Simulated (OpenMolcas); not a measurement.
# One shape, several levels: singlet [GaH2O2]−

We compute a comparison of 6 runs (HF/3-21G, B3LYP/6-31G*, B3LYP/def2-SVPD, PBE/def2-SVPD, r2SCAN/def2-SVPD, CCSD(T)/def2-SVPD) of singlet [GaH2O2]−. 

Program for the calculation: OpenMolcas 26.06.

### 1 The system as given

[GaH2O2]−: 5 atoms, total charge -1, spin state singlet. As SMILES of the parent species, `[OH][Ga][OH]`. The coordinates come from a PBE0-D4/def2-TZVP relaxation. This is one conformer, not always the lowest. That shape belongs to the parent species and isn't relaxed for this state.

Bond lengths: O1–Ga2 1.804 Å, Ga2–O3 1.795 Å, O1–H4 0.960 Å, O3–H5 0.963 Å. Angles: O1–Ga2–O3 114.9°, Ga2–O1–H4 114.9°, Ga2–O3–H5 111.1°.

### 2 The energy at HF/3-21G (run 1)

struct.xyz

```xyz
5

O     -0.370600     0.021600    -1.274400
Ga    -0.311700    -0.753800     0.353600
O      0.618200     0.154900     1.591100
H     -0.867400    -0.464600    -1.936500
H      0.981500     0.968200     1.224700
```

mol.input

```
&GATEWAY
  BasLib
  $CurrDir
  Coord
  struct.xyz
  Basis
  3-21G
  Group
  NoSym

&SEWARD

&SCF
  Charge
  -1
  Thresholds
  1e-10 1e-07 1e-07 1e-05
  PrOrbitals
  1
```

The basis set 3-21G is read from a file made from the Basis Set Exchange's data (not shown).

Run with:

```
$ export MOLCAS_MEM=1860
$ pymolcas mol.input > mol.log
```

The log of the run:

```text
--- Start Module: gateway ---
[...]
--- Stop Module: gateway /rc=_RC_ALL_IS_WELL_ ---
--- Start Module: seward ---
[...]
      Basis functions           44
--- Stop Module: seward /rc=_RC_ALL_IS_WELL_ ---
--- Start Module: scf ---
[...]
       Convergence after  17 Iterations
[...]
::    Total SCF energy                              -2063.9431065669
[...]
      Total spin, S                                     0.0000000000
[...]
      Total electronic charge=   50.000000
      Total            charge=   -1.000000
[...]
      Dipole Moment (debye):
      Origin of the operator (angstrom)=   -0.1691   -0.4724    0.2790
                   X=  8.9770E-01               Y=  2.4441E+00               Z= -1.7176E+00           Total=  3.1192E+00
      Center of Charge (angstrom)
[...]
--- Stop Module: scf /rc=_RC_ALL_IS_WELL_ ---
[...]
```

Run time: 2.1 s. Hardware: 1 thread of Arm Neoverse V1, shared host; peak memory 0.38 GiB.

### 3 A single-point energy at B3LYP/6-31G(d) (Cartesian functions) (run 2)

struct.xyz is that of step 2.

mol.inp

```
&GATEWAY
  BasLib=$CurrDir
  Coord=struct.xyz
  Basis=6-31Gs
  Group=NoSym

&SEWARD
  GridInput
  Grid=UltraFine
  End of Grid

&SCF
  Charge=-1
  KSDFT=B3LYP
  Thresholds=1e-10 1e-07 1e-07 1e-05
  PrOrbitals=1 1
```

The basis set 6-31G* is read from a file made from the Basis Set Exchange's data (not shown).

Run with:

```
$ export MOLCAS_MEM=1860
$ pymolcas mol.inp > mol.log
```

The log of the run:

```text
--- Start Module: gateway ---
[...]
--- Stop Module: gateway /rc=_RC_ALL_IS_WELL_ ---
--- Start Module: seward ---
[...]
      Basis functions           69
--- Stop Module: seward /rc=_RC_ALL_IS_WELL_ ---
[...]
--- Start Module: scf ---
[...]
       Convergence after  20 Iterations
[...]
::    Total KS-DFT energy                           -2076.3334453955
[...]
      Total spin, S                                     0.0000000000
[...]
      Total electronic charge=   50.000000
      Total            charge=   -1.000000
[...]
      Dipole Moment (debye):
      Origin of the operator (angstrom)=   -0.1691   -0.4724    0.2790
                   X=  5.1864E-01               Y=  1.7081E+00               Z= -1.5423E+00           Total=  2.3591E+00
      Center of Charge (angstrom)
[...]
--- Stop Module: scf /rc=_RC_ALL_IS_WELL_ ---
[...]
```

Run time: 16 s. Hardware: 1 thread of Arm Neoverse V1, shared host; peak memory 0.41 GiB.

Runs 3 to 5 aren't shown in full; the table further down has their settings and results.

### 4 A single-point energy at CCSD(T)/def2-SVPD (Cholesky decomposition) (run 6)

mol.inp

```
&gateway
  baslib=$CurrDir
  coord
  5
  bohr
  O     -0.70033250     0.04081808    -2.40826697
  Ga    -0.58902763    -1.42447555     0.66820716
  O      1.16822869     0.29271858     3.00674324
  H     -1.63914844    -0.87796676    -3.65945464
  H      1.85476619     1.82963283     2.31434758
  basis=def2-SVPD
  group=NoSym

&seward
  high

&scf
  charge=-1
  thresholds=1e-10 1e-07 1e-07 1e-05
  prorbitals=0

&chcc
  frozen=11
  threshold=1e-08
  maxiterations=80

&cht3
  frozen=11
```

The basis set def2-SVPD is read from a file made from the Basis Set Exchange's data (not shown).

Run with:

```
$ export MOLCAS_MEM=1860
$ pymolcas mol.inp > mol.log
```

The log of the run:

```text
--- Start Module: gateway ---
[...]
--- Stop Module: gateway /rc=_RC_ALL_IS_WELL_ ---
[...]
      Basis functions          100
[...]
       Convergence after  16 Iterations
[...]
::    Total SCF energy                              -2073.8372887717
[...]
      Total spin, S                                     0.0000000000
[...]
      Total electronic charge=   50.000000
      Total            charge=   -1.000000
[...]
      Dipole Moment (debye):
      Origin of the operator (angstrom)=   -0.1691   -0.4724    0.2790
                   X=  6.8674E-01               Y=  1.9991E+00               Z= -1.5545E+00           Total=  2.6238E+00
      Center of Charge (angstrom)
[...]
--- Start Module: chcc ---
[...]
--- Stop Module: chcc /rc=_RC_ALL_IS_WELL_ ---
[...]
--- Start Module: cht3 ---
[...]
--- Stop Module: cht3 /rc=_RC_ALL_IS_WELL_ ---
[...]
```

It took 6 min on 1 thread of Arm Neoverse V1, shared host; peak memory 0.17 GiB.

### 5 The series

```tsv
run	level	Cartesian functions	integration grid	energy (Eh)	HOMO energy (eV)	LUMO energy (eV)	HOMO–LUMO gap (eV)	wall time
1	HF/3-21G	no	–	-2063.943107	-0.63	7.69	8.32	2.1 s
2	B3LYP/6-31G* (Cartesian functions)	yes	UltraFine	-2076.333445	0.96	4.91	3.95	16 s
3	B3LYP/def2-SVPD	no	UltraFine	-2076.295099	0.29	4.13	3.84	32 s
4	PBE/def2-SVPD	no	UltraFine	-2075.795079	0.96	3.78	2.82	34 s
5	r2SCAN/def2-SVPD	no	UltraFine	-2076.155537	0.90	4.19	3.29	48 s
6	CCSD(T)/def2-SVPD (Cholesky decomposition)	no	–	-2074.489652	-1.42	5.93	7.35	6 min
```

### 6 Outcome

| quantity | value |
| --- | --- |
| run 6: total energy | -2074.48965 Eh |
| run 6: HOMO energy (Hartree–Fock orbitals) | -1.42 eV |
| run 6: LUMO energy (Hartree–Fock orbitals) | 5.93 eV |
| run 6: HOMO–LUMO gap (to an unbound level, set by the basis) | 7.35 eV |
| run 6: correlation energy (11 core orbitals frozen) | -652.4 mEh |
| run 6: (T) correction | -21.50 mEh |

**Reading.** Over runs 1, 2, 3, 4, 5 the HOMO–LUMO gap runs from 2.82 eV (PBE/def2-SVPD) to 8.32 eV (HF/3-21G). The two ends differ in method and basis. The empty levels of an anion lie above zero and hang on the basis. Totals of different functionals can't be ranked against each other. In runs 2, 3, 4, 5 the HOMO lies above zero, so the outermost electron may be held by the basis alone. All runs together took 8.2 min, the longest 6 min.
